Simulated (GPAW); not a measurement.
## Cd in GPAW: convergence with k mesh

Input of the first run (k mesh 3 × 3 × 1); the others differ in this setting and in those tied to it:

Contents of run.py:

```python
import numpy as np
from ase import Atoms
from ase.calculators.mixing import SumCalculator
from ase.dft.bandgap import bandgap
from ase.io import write
from dftd4.ase import DFTD4
from gpaw import GPAW, PW, setup_paths

setup_paths.insert(0, '.')

atoms = Atoms(['Cd', 'Cd', 'Cd', 'Cd', 'Cd'],
              cell=[[2.9788725081, 0, 0.0],
                    [-1.4894362541, 2.5797792666, 0.0],
                    [0.0, 0.0, 26.2353]],
              scaled_positions=[[0.6666666667, 0.3333333334, 0.2858743754],
                                [0.3333333333, 0.6666666666, 0.3929371877],
                                [0.6666666667, 0.3333333334, 0.5],
                                [0.3333333333, 0.6666666666, 0.6070628123],
                                [0.6666666667, 0.3333333334, 0.7141256246]],
              pbc=True)
atoms.pbc = (True, True, False)

calc = GPAW(mode=PW(450),
            xc='PBEsol',
            kpts={'size': (3, 3, 1), 'gamma': True},
            occupations={'name': 'fermi-dirac', 'width': 0.05},
            nbands=47,
            convergence={'density': 1e-05, 'energy': 1e-05},
            maxiter=150,
            poissonsolver={'dipolelayer': 'xy'},
            txt='gpaw.txt')
atoms.calc = SumCalculator([calc, DFTD4(method='pbesol')])
energy = atoms.get_potential_energy()
forces = atoms.get_forces()
calc.write('gs.gpw')
write('result.traj', atoms)
print(f'Energy: {energy:.6f} eV')
print('Forces (eV/A):')
print(forces.round(4))
print('Fermi level:', round(calc.get_fermi_level(), 4), 'eV')
print(f'Gap: {bandgap(calc)[0]:.4f} eV, direct: {bandgap(calc, direct=True)[0]:.4f} eV')

v = calc.get_electrostatic_potential().mean(axis=(0, 1))
z = np.arange(len(v)) * atoms.cell[2, 2] / len(v)
ef = calc.get_fermi_level()
np.savetxt('planar.dat', np.c_[z, v], fmt='%.4f')
below, above = np.interp([1.5, atoms.cell[2, 2] - 1.5], z, v) - ef
print(f'Work functions: bottom {below:.4f} eV, top {above:.4f} eV')
print('Dipole moment:', *calc.get_dipole_moment().round(5), 'e A')
```

Potentials or basis: PAW data sets generated in the run's folder for this functional, pw.

The run is started by

```sh
$ gpaw-setup -f PBEsol Cd
$ OMP_NUM_THREADS=1 python run.py
```

The slab is cut from a database's or a generator's crystal, which needn't be the stable form of the element.

Hardware: 1 thread of Intel(R) Xeon(R) Processor @ 2.50GHz (Skylake/Cascade Lake), on a shared host.

```
     k mesh  energy less the tightest run, at zero smearing (meV/atom)  largest force (eV/Å)  work function (eV)  SCF cycles  CPU time (s)  peak memory (GiB)
  3 × 3 × 1                                                     118.91                 0.107               3.099          13            38                0.2
  4 × 4 × 1                                                     -42.28                 0.395               4.163          14            44                0.2
  5 × 5 × 1                                                      31.27                 0.220               4.186          14            52               0.21
  6 × 6 × 1                                                      18.20                 0.137               3.710          14            69               0.21
  8 × 8 × 1                                                       8.66                 0.192               3.916          13            75               0.22
  9 × 9 × 1                                                     -10.42                 0.067               3.817          14            81               0.23
11 × 11 × 1                                                       0.00                 0.144               3.933          12            96               0.25
```

Not settled before the last step: the energy (to 1 meV/atom), the largest force (to 0.005 eV/Å), the work function (to 0.02 eV). Meshes of other sizes hit other points, so gaps and Fermi surfaces needn't settle smoothly. The tightest run that finished is the yardstick and may itself not be fully converged.
